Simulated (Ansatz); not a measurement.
# CH₄B₂ClF: one species, many methods

The task here is to estimate one member of a computed series from the others.

The runs use Ansatz 0.2.0, Gaussian basis; functionals in def2-TZVPP, the program's frozen cores in correlated methods.

Levels to be run: LDA (SPW92), PBE-D4, revPBE-D4, BLYP-D4, r2SCAN-D4, B97M-V, PBE0-D4, B3LYP-D4, r2SCANh-D4, r2SCAN0-D4, HSE06-D4, BHLYP-D4, CAM-B3LYP-D4, LC-ωPBE, ωB97X-V, ωB97M-V, B2PLYP, PBE-QIDH; CCSD(T)/def2-SVP; CCSD(T)/def2-TZVPP; MP2/def2-QZVPP; extrapolation to the limit; RPA on PBE.

## Structure used throughout

An earlier PBE0-D4 in a triple-zeta def2 set relaxation fixed the geometry.

SMILES `CB(F)BCl`, 9 atoms, charge 0, spin multiplicity 1.

Atoms are counted from 1 here; the program's logs count them from 0.

Bond lengths: C1–B2 1.561 Å, C1–H6 1.093 Å, C1–H7 1.098 Å, C1–H8 1.092 Å, B2–F3 1.336 Å, B2–B4 1.699 Å, B4–Cl5 1.748 Å, B4–H9 1.196 Å. Angles: B2–C1–H6 112.9°, B2–C1–H7 107.6°, B2–C1–H8 112.9°, H6–C1–H7 105.7°, H6–C1–H8 109.6°, H7–C1–H8 107.7°, C1–B2–F3 118.3°, C1–B2–B4 123.9°, F3–B2–B4 117.8°, B2–B4–Cl5 118.7°, B2–B4–H9 125.8°, Cl5–B4–H9 115.5°.

The first run:

The input, in.yaml:

```yaml
crystal:
  periodic: [false, false, false]
  atoms:
    - {symbol: C, position_ang: [1.193178, -0.348840, 0.433069]}
    - {symbol: B, position_ang: [0.137534, 0.422001, -0.419367]}
    - {symbol: F, position_ang: [0.570715, 1.163556, -1.443166]}
    - {symbol: B, position_ang: [-1.538408, 0.340189, -0.153418]}
    - {symbol: Cl, position_ang: [-2.431066, -1.000880, -0.831984]}
    - {symbol: H, position_ang: [0.948189, -0.367518, 1.498304]}
    - {symbol: H, position_ang: [1.182775, -1.397616, 0.106562]}
    - {symbol: H, position_ang: [2.208177, 0.031616, 0.298032]}
    - {symbol: H, position_ang: [-2.182494, 1.111192, 0.494970]}
basis:
  gaussian: {orbitals: def2-TZVPP}
hamiltonian: {xc: lda}
output: {orbitals: {seedname: orbitals}}
```

The run is started by

```console
$ ansatz run in.yaml --threads 2 --pin off --events-out ev --progress --plain --max-ram 4352MiB
```

Among the steps run: LDA; PBE-D4 (GGA); revPBE-D4 (GGA); BLYP-D4 (GGA); r2SCAN-D4 (meta-GGA); B97M-V (meta-GGA); B3LYP-D4 (hybrid); r2SCANh-D4 (hybrid); r2SCAN0-D4 (hybrid); HSE06-D4 (hybrid); BHLYP-D4 (hybrid); CAM-B3LYP-D4 (range-separated); LC-ωPBE (range-separated); ωB97X-V (range-separated); ωB97M-V (range-separated); B2PLYP (double hybrid); PBE-QIDH (double hybrid).

One of the session's tables, all rows but one given; the rest of the session is left out.

It belongs to the step «Frontier levels by functional». 

```
  functional  HOMO (eV)  LUMO (eV)  gap (eV)
 LDA (SPW92)      -6.50      -3.10      3.41
      PBE-D4      -6.40      -2.81      3.59
   revPBE-D4      -6.35      -2.69      3.66
     BLYP-D4      -6.32      -2.63      3.69
   r2SCAN-D4      -6.68      -2.49      4.19
      B97M-V      -6.76      -2.52      4.24
     PBE0-D4      -7.79      -1.84      5.96
    B3LYP-D4      -7.60      -2.03      5.57
  r2SCANh-D4          ?          ?         ?
  r2SCAN0-D4      -7.97      -1.65      6.32
    HSE06-D4      -7.39      -2.22      5.17
    BHLYP-D4      -9.13      -0.76      8.37
CAM-B3LYP-D4      -9.23      -0.69      8.53
     LC-ωPBE     -10.55       0.49     11.05
     ωB97X-V     -10.20       0.41     10.61
     ωB97M-V     -10.03       0.19     10.22
```

Estimate the missing values for r2SCANh-D4.

Worked estimate for «HOMO (eV)». Against the share of exact exchange, r2SCAN-D4 (0, -6.68), r2SCAN0-D4 (0.25, -7.97) give a slope of -5.16 per unit share; at 0.1 the line stands at -7.20.

**Answer.** HOMO (eV): -7.20; LUMO (eV): -2.15; gap (eV): 5.04. In «HOMO (eV)» the line misses by 0.00.
